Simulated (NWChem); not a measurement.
# One shape, several levels: SeF (Selenium monofluoride)

We compute a comparison of 6 runs (UHF/STO-3G, UHF/3-21G, UPBE0/aug-cc-pVTZ, UB3LYP/6-31G*, UM06-2X/aug-cc-pVTZ, UPBE/aug-cc-pVTZ) of SeF (Selenium monofluoride). 

The calculation is run with NWChem 7.3.0.

11 further runs of the same task are left out: 11 set aside as unsound or not needed.

**1. The system as given**

SeF: 2 atoms, total charge 0, spin state doublet. SMILES: `F[Se]`. The F1–Se2 distance was set to 1.998 Å, away from the relaxed value.

Bond lengths: F1–Se2 1.998 Å.

**2. A single-point energy at UHF/STO-3G (run 1)**

File fse.nw:

```
start fse
memory total 2200 mb

geometry noautosym nocenter noautoz
  F      0.000000     0.000000    -0.225560
  Se     0.000000     0.000000     1.772540
end

basis spherical bse
  * library STO-3G
end

scf
  doublet
  uhf
  thresh 1e-08
  maxiter 80
  noprint "final vectors analysis"
end

task scf
```

Run with:

```console
$ nwchem fse.nw > fse.out
```

The program printed:

```text
[...]
  functions       =    23
[...]
  wavefunction    = UHF
[...]
         Total SCF energy =  -2471.522108216251
      One electron energy =  -3625.938994162565
      Two electron energy =   1073.375777796618
 Nuclear repulsion energy =     81.041108149696
                       Sz =      0.5000
                 Sz(Sz+1) =      0.7500
                      S^2 =      1.2257
[...]
```

Run time: 2.2 s. Hardware: 1 thread of Intel Xeon 6975P-C (Granite Rapids), shared host; peak memory 0.1 GiB.

**3. A single-point energy at UHF/3-21G (run 2)**

File run.py:

```python
from ase import Atoms
from ase.calculators.nwchem import NWChem

molecule = Atoms('FSe', positions=[
    [0.000000, -0.000000, -0.225560],
    [-0.000000, 0.000000, 1.772540],
])

calc = NWChem(
    label='calc',
    theory='scf',
    memory='2200 mb',
    basis='3-21G',
    basispar='spherical bse',
    scf={'nopen': '1', 'uhf': None, 'thresh': '1e-08', 'maxiter': '80'},
    task='energy',
)
molecule.calc = calc

print("Total energy (eV):", round(molecule.get_potential_energy(), 6))
```

Run with:

```console
$ export ASE_NWCHEM_COMMAND="nwchem PREFIX.nwi > PREFIX.nwo"
$ python run.py
```

The program printed:

```text
Total energy (eV): -67683.490771
```

The calculator wrote calc.nwi:

```
title "calc"

permanent_dir calc

scratch_dir calc

start calc

geometry units angstrom nocenter noautosym noautoz
  F  0.0000000000000000e+00 -0.0000000000000000e+00 -2.2556000000000001e-01
  Se -0.0000000000000000e+00 0.0000000000000000e+00 1.7725400000000000e+00
end

memory 2200 mb

basis spherical bse noprint
   * library 3-21G
end

scf
  nopen 1
  uhf
  thresh 1e-08
  maxiter 80
end

task scf energy
```

calc.nwo:

```text
Northwest Computational Chemistry Package (NWChem) 7.3.0
             --------------------------------------------------------

           Job information
           ---------------

    nwchem branch   = 7.3.0
    use scalapack   = T
    input           = calc.nwi
    prefix          = calc.
    data base       = calc/calc.db
    status          = startup
    nproc           =        1

           Memory information
           ------------------

[... 5 lines left out ...]
    hardfail = no
[... 34 lines left out ...]
            Nuclear Dipole moment (a.u.)
[... 48 lines left out ...]
 2-e energy   =    1064.047947
[... 18 lines left out ...]
  ga_iter_lsolve: convergence stagnant ... aborting solve
[... 13 lines left out ...]
      One electron energy =  -3631.254184716592
[... 9 lines left out ...]
          Final alpha eigenvalues
[... 221 lines left out ...]
                     UHF Final Beta Molecular Orbital Analysis
[... 191 lines left out ...]
       Multipole analysis of the density wrt the origin
       ------------------------------------------------

     L   x y z        total         alpha         beta         nuclear
     -   - - -        -----         -----         ----         -------
     0   0 0 0     -0.000000    -22.000000    -21.000000     43.000000

     1   1 0 0     -0.000000     -0.000000     -0.000000      0.000000
[... 8 lines of this table left out ...]
     2   0 0 2    -13.783201   -208.060098   -188.835558    383.112456

 Task  times  cpu:        1.9s     wall:        1.9s
 Total times  cpu:        1.9s     wall:        1.9s
```

Run time: 2.9 s. Hardware: 1 thread of Intel Xeon 6975P-C (Granite Rapids), shared host; peak memory 0.1 GiB.

**4. The energy at UPBE0/aug-cc-pVTZ (run 3)**

File fse.nw:

```
start fse
memory total 2200 mb
charge 0
geometry units angstroms noautosym nocenter noautoz
 F     0.000000    0.000000   -0.225560
 Se    0.000000    0.000000    1.772540
end
basis spherical bse
 * library aug-cc-pVTZ
end
dft
 xc pbe0
 mult 2
 grid fine
 convergence energy 1e-08
 iterations 100
 mulliken
 print low
end
task dft
```

Run with:

```console
$ nwchem fse.nw > fse.out
```

The program printed:

```text
[...]
 d= 0,ls=0.0,diis     1  -2500.9424027361 -2.58D+03  4.98D-03  1.86D-01    12.8
[...]
 d= 0,ls=0.0,diis    13  -2501.0256609949 -2.40D-09  2.22D-08  2.67D-11   114.1
[...]
         Total DFT energy =    -2501.025660994863
      One electron energy =    -3642.855893364769
           Coulomb energy =     1157.915082826385
    Exchange-Corr. energy =      -97.125958606175
 Nuclear repulsion energy =       81.041108149696
[...]
      Total Density - Mulliken Population Analysis
     ---------------------------------------------
    Atom       Charge   Shell Charges
 -----------   ------   -------------------------------------------------------
    1 F    9     9.48   1.94  0.28  1.06  0.69  0.05  1.54  2.31  1.50  0.08  0.00  0.00  0.01  0.00  0.00
    2 Se  34    33.52   2.00  2.01  1.92  0.49  1.12  0.44 -0.00  6.00  5.84  0.87  2.03  0.75  0.01  9.63  0.38  0.03  0.00  0.01 -0.01
[...]
      <S2> =      0.7547 (Exact =     0.7500)
[...]
```

Run time: 1.9 min. Hardware: 1 thread of Intel Xeon 6975P-C (Granite Rapids), shared host; peak memory 0.13 GiB.

Runs 4 to 5 aren't shown in full; the table further down has their settings and results.

**5. A single-point energy at UPBE/aug-cc-pVTZ (run 6)**

File run.xyz:

```xyz
2
FSe PBE
F      0.000000     0.000000    -0.225560
Se     0.000000     0.000000     1.772540
```

File run.py:

```python
from ase.io import read
from ase.calculators.nwchem import NWChem

mol = read('run.xyz')

calc = NWChem(
    label='run',
    theory='dft',
    memory='2200 mb',
    basis='aug-cc-pVTZ',
    basispar='spherical bse',
    dft={'xc': 'xpbe96 cpbe96', 'mult': '2', 'grid': 'fine', 'convergence': 'energy 1e-08', 'iterations': '100', 'mulliken': None},
    task='energy',
)
mol.calc = calc

e = mol.get_potential_energy()
print(f"E = {e:.6f} eV")
```

Run with:

```console
$ export ASE_NWCHEM_COMMAND="nwchem PREFIX.nwi > PREFIX.nwo"
$ python run.py
```

The program printed:

```text
E = -68054.660666 eV
```

The calculator wrote run.nwi:

```
title "run"

permanent_dir run

scratch_dir run

start run

geometry units angstrom nocenter noautosym noautoz
  F  0.0000000000000000e+00 0.0000000000000000e+00 -2.2556000000000001e-01
  Se 0.0000000000000000e+00 0.0000000000000000e+00 1.7725400000000000e+00
end

memory 2200 mb

basis spherical bse noprint
   * library aug-cc-pVTZ
end

dft
  xc xpbe96 cpbe96
  mult 2
  grid fine
  convergence energy 1e-08
  iterations 100
  mulliken
end

task dft energy
```

run.nwo:

```text
Northwest Computational Chemistry Package (NWChem) 7.3.0
             --------------------------------------------------------

           Job information
           ---------------

    nwchem branch   = 7.3.0
    use scalapack   = T
    input           = run.nwi
    prefix          = run.
    data base       = run/run.db
    status          = startup
    nproc           =        1

           Memory information
           ------------------

[... 5 lines left out ...]
    hardfail = no
[... 34 lines left out ...]
            Nuclear Dipole moment (a.u.)
[... 47 lines left out ...]
          Convergence on density requested:  1.00D-05
[... 23 lines left out ...]
          Convergence aids based upon iterative change in
[... 29 lines left out ...]
 2-e energy   =    1064.607236
[... 48 lines left out ...]
           Coulomb energy =     1157.346913006480
[... 764 lines left out ...]
                     DFT Final Beta Molecular Orbital Analysis
[... 857 lines left out ...]
     Multipole analysis of the density
     ---------------------------------

     L   x y z        total         alpha         beta         nuclear
     -   - - -        -----         -----         ----         -------
     0   0 0 0     -0.000000    -22.000000    -21.000000     43.000000

     1   1 0 0      0.000000      0.000000     -0.000000      0.000000
[... 8 lines of this table left out ...]
     2   0 0 2    -13.060451   -204.204574   -191.968333    383.112456

 Task  times  cpu:      308.1s     wall:      308.1s
 Total times  cpu:      308.1s     wall:      308.1s
```

It took 5.2 min on 1 thread of Intel Xeon 6975P-C (Granite Rapids), shared host; peak memory 0.13 GiB.

**6. Overview of the runs**

```
run                                level  iteration cap  module   energy (Eh)  dipole moment (D)   ⟨S²⟩  wall time
  1                           UHF/STO-3G             80     scf  -2471.522108               0.02  1.226      2.2 s
  2                            UHF/3-21G             80     scf  -2487.322429               1.84  1.057      2.9 s
  3                    UPBE0/aug-cc-pVTZ            100     dft  -2501.025661                  –  0.755    1.9 min
  4  UB3LYP/6-31G* (Cartesian functions)            100     dft  -2501.055623               2.25  0.752      9.6 s
  5                  UM06-2X/aug-cc-pVTZ            100     dft  -2501.398665               2.82  0.757    2.1 min
  6                     UPBE/aug-cc-pVTZ            100     dft  -2500.962671               2.23  0.753    5.2 min
```

**7. What came out**

```
                                 quantity           value
                      run 6: total energy  -2500.96267 Eh
                     run 6: dipole moment          2.23 D
run 6: HOMO energy (highest over α and β)        -6.30 eV
 run 6: LUMO energy (lowest over α and β)        -6.07 eV
                              run 6: ⟨S²⟩           0.753
```

What this shows: Over runs 1, 2, 4, 5, 6 the dipole moment (its size) runs from 0.02 D (UHF/STO-3G) to 2.82 D (UM06-2X/aug-cc-pVTZ). The two ends differ in method and basis. Totals of different functionals can't be ranked against each other. In run 1 the basis is minimal, so the values are rough. Spin contamination of the reference: run 1 ⟨S²⟩ = 1.23, run 2 ⟨S²⟩ = 1.06. All runs together took 9.4 min, the longest 5.2 min.
